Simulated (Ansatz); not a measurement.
**MgGe2: projected density of states with BLYP**

The system is MgGe2.

```
Ge Mg
1.0
     5.52149   -1.84985    0.00000
     5.52149    1.84985    0.00000
    -3.21762    0.00000    6.00777
Ge Mg
4 2
Direct
  0.52923 0.52923 0.29362
  0.47077 0.47077 0.70638
  0.88039 0.88039 0.98544
  0.11961 0.11961 0.01456
  0.81529 0.81529 0.34925
  0.18471 0.18471 0.65075
```

The cell comes from a database or a generator and needn't be the stable form of this composition.

```
Program             : Ansatz 0.2.0
Task                : projected density of states
Functional          : BLYP
Potentials or basis : Ansatz PAW
Cutoff              : 420 eV (not typed: the program's choice for these potentials)
k mesh              : 8 × 8 × 5
Occupations         : fermi-dirac, width 0.05 eV
Spin                : no spin polarisation
```

```yaml
Pressure: 3.2 GPa
Largest_force: 0.273 eV/Å
Band_gap_on_the_k_mesh: none (metal or under the smearing width)
Density_of_states_at_the_Fermi_level: 2.29 states/eV per cell
```

Forces in eV/Å, atoms in the order of the input:
```
Ge  -0.063  0.000  0.266
Ge   0.063  0.000 -0.266
Ge  -0.089  0.000  0.051
Ge   0.089  0.000 -0.051
Mg  -0.030  0.000 -0.029
Mg   0.030  0.000  0.029
```

Stress tensor (GPa, compression positive):
```
 3.07  0.00 -0.60
 0.00  4.17  0.00
-0.60  0.00  2.31
```

Levels at points of the mesh, in eV from the Fermi level:
| k point | band 35 | band 36 | band 37 | band 38 | band 39 | band 40 | band 41 | band 42 |
| --- | --- | --- | --- | --- | --- | --- | --- | --- |
| (0.00, 0.00, 0.00) | -3.06 | -0.70 | 0.16 | 1.05 | 1.09 | 2.36 | 2.60 | 2.65 |
| (0.00, -0.50, 0.00) | -3.64 | -3.03 | -1.28 | -1.23 | -0.47 | 0.48 | 1.72 | 2.50 |
| (-0.50, -0.50, 0.00) | -1.22 | -1.14 | 0.34 | 0.45 | 1.16 | 1.66 | 2.75 | 3.09 |

States per cell in windows of 1 eV (zero at the Fermi level; states under -8 eV left out):
| from (eV) | total | Ge 4p | Ge 4s | Mg 3s |
| --- | --- | --- | --- | --- |
| -8.0 | 2.30 | 0.58 | 1.60 | 0.12 |
| -7.0 | 1.43 | 0.28 | 1.09 | 0.05 |
| -6.0 | 0.10 | 0.02 | 0.08 | 0.00 |
| -5.0 | 1.19 | 0.95 | 0.07 | 0.16 |
| -4.0 | 2.58 | 2.05 | 0.25 | 0.25 |
| -3.0 | 2.62 | 2.06 | 0.30 | 0.20 |
| -2.0 | 3.00 | 2.42 | 0.30 | 0.17 |
| -1.0 | 2.45 | 1.94 | 0.24 | 0.15 |
| 0.0 | 2.25 | 1.66 | 0.19 | 0.23 |
| 1.0 | 2.88 | 2.01 | 0.25 | 0.29 |
| 2.0 | 3.02 | 2.08 | 0.21 | 0.28 |
| 3.0 | 2.94 | 1.81 | 0.14 | 0.33 |
| 4.0 | 3.18 | 1.47 | 0.10 | 0.43 |
| 5.0 | 3.11 | 1.17 | 0.07 | 0.41 |
| 6.0 | 3.14 | 0.73 | 0.05 | 0.28 |
| 7.0 | 3.13 | 0.38 | 0.03 | 0.10 |

Run time: 69 s on 2 threads of Arm Neoverse V1, on a shared host, peak memory 1.1 GiB.

Caveat: the PAW data sets come from PBE, with cores solved anew for the run's functional, which leaves a small shift of forces and pressure.
